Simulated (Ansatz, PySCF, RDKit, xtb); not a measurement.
**CuCP: from the formula to a structure**

Only the formula CuCP is given. Aim: find the structure of lowest free energy at 1000 K, then its properties.

Plan: many cheap relaxations first (GFN2-xTB), then density-functional screening, relaxation at PBE0-D3(BJ)/def2-SVP, vibrations and a final energy. The numbers are computed, not measured.

3 further runs of the same task are left out: 3 set aside as unsound or not needed.

### 1 Drawing up candidates

A program enumerates the bonding patterns with one Lewis structure each (two rings at most, one unusual centre or charged pair), with their diastereomers. O–O, O–halogen and N–halogen bonds and N–N–N chains are not drawn. That gives 2 candidates.

```csv
label,SMILES,spin
c638,P#[C][Cu],singlet
c763,[C-]#[P+][Cu],singlet
```

Candidates are built by distance geometry, with a force field where one applies, in up to four conformers (letters a to d). 2 starts with atoms placed at random are added, to find patterns that the rules miss.

**Question.** With final energies at CCSD(T)/def2-TZVPP, which structure will this search put lowest in free energy, and by what margin?

| quantity | value |
| --- | --- |
| lowest structure found | P#[C][Cu], singlet, C∞v |
| next finalist | P#[C][Cu], triplet, 56.5 kcal/mol higher in G |
| share at equilibrium, among the finalists | 100.0 % |
| harmonic wavenumbers, lowest and highest (PBE0-D3(BJ)/def2-SVP) | 198 and 1445 cm⁻¹ |
| rotational constants, same geometry | 0.06901 cm⁻¹ |
| dipole moment (PBE0/def2-TZVPD) | 4.41 D |
| HOMO energy (PBE0/def2-TZVPD) | -6.95 eV |
| LUMO energy (PBE0/def2-TZVPD) | -2.56 eV |
| HOMO–LUMO gap (PBE0/def2-TZVPD) | 4.38 eV |
| lowest excitation (TD-CAM-B3LYP/def2-SVPD) | 2.98 eV (f = 0.046) |
| lowest triplet excitation, same level, Tamm-Dancoff | 2.34 eV |
| vertical ionisation energy | 9.02 eV |
| vertical electron affinity | 1.06 eV |
| vertical triplet less singlet | +2.48 eV |

The search ends on `P#[C][Cu]`. Among the finalists first place is clear (56.5 kcal/mol); structures outside the list aren't covered. r2SCAN-D4/def2-SVP, PBE0-D3(BJ)/def2-SVP, HF/def2-TZVPP and MP2/def2-TZVPP already put its bonding pattern lowest among the structures in one piece. A large T1 diagnostic among the finalists warns that one reference determinant may not suffice. It concerns: the winner; the finalist P#[C][Cu] (triplet). Lowest found is not proven lowest: the search is finite, and each finalist counts with one conformer.
